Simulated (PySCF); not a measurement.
**Solver options tried on TaO2⁺**

The same problem is solved with other solver options, one edit a run.

Computed with PySCF 2.14.0. Level: method and basis as typed in the scripts.

4 further runs of the same task are left out: 2 for a known fault of the program, 2 that didn't finish.

## Step 1: Starting geometry

TaO2⁺: 3 atoms, charge 1, spin multiplicity 1.

Bond lengths: Ta1–O2 1.739 Å, Ta1–O3 1.739 Å. Angles: O2–Ta1–O3 103.5°.

## Step 2: The run that the others are compared with

Input file input.py:

```python
from pyscf import gto, dft

mol = gto.M(
    atom='Ta 0 0 -0.1614; O 1.3655 0 0.9154; O -1.3655 0 0.9154',
    basis='lanl2dz',
    ecp={'Ta': 'lanl2dz'},
    charge=1,
    spin=0,
    verbose=4,
)
mf = dft.RKS(mol, xc='lda,vwn')
mf.kernel()
mf.dip_moment()
print('orbital energies (hartree):', mf.mo_energy[..., max(0, mol.nelec[1]-3):mol.nelec[0]+3].round(4))
```

On the command line:

```console
$ OMP_NUM_THREADS=1 python input.py
```

The log of this run is left out.

In short: E(SCF) = -206.814860 Eh, 13 cycles.

The dipole of an ion depends on the origin.

## Step 3: Smearing width 0.001 hartree

Variant 1 changes smearing width: none → 0.001 hartree.

Input file input.py:

```python
from pyscf import gto, dft, scf

mol = gto.M(
    atom='Ta 0 0 -0.1614; O 1.3655 0 0.9154; O -1.3655 0 0.9154',
    basis='lanl2dz',
    ecp={'Ta': 'lanl2dz'},
    charge=1,
    spin=0,
    verbose=4,
)
mf = dft.RKS(mol, xc='lda,vwn')
mf = scf.addons.smearing_(mf, sigma=0.001, method='fermi')
mf.kernel()
mf.dip_moment()
print('orbital energies (hartree):', mf.mo_energy[..., max(0, mol.nelec[1]-3):mol.nelec[0]+3].round(4))
```

On the command line:

```console
$ OMP_NUM_THREADS=1 python input.py
```

## Step 4: Damping 0.5

Variant 2 changes damping: none → 0.5.

input.py: that of step 2 with these lines changed.

```diff
@@ -11,2 +11,4 @@
 mf = dft.RKS(mol, xc='lda,vwn')
+mf.damp = 0.5
+mf.diis_start_cycle = 8
 mf.kernel()
```

Q: Predict the outcome of this session. Wanted: for each run, E(SCF); from base; gap.

As calculated:

```
                         run  E(SCF) (hartree)  from base (eV)  cycles  gap (eV)
                        base       -206.814860               0      13      1.42
smearing width 0.001 hartree       -206.814860          0.0000      13       n/a
                 damping 0.5       -206.814860          0.0000      20      1.42
```

Distance from each run's final energy (log10 hartree) by cycle:

```
                         run  cycle 1  cycle 2  cycle 3  cycle 5  cycle 8  cycle 12
                        base      0.3      1.3     -0.2     -0.7     -1.0      -9.9
smearing width 0.001 hartree      0.3      1.3     -0.2     -0.7     -1.0      -9.1
                 damping 0.5      0.3      0.8      0.6      0.6      1.4      -0.6
```

What this shows: The SCF energy stays the same, to the digits that matter, with smearing width 0.001 hartree or damping 0.5. The base needs 13 cycles and the run with damping 0.5 needs 20.
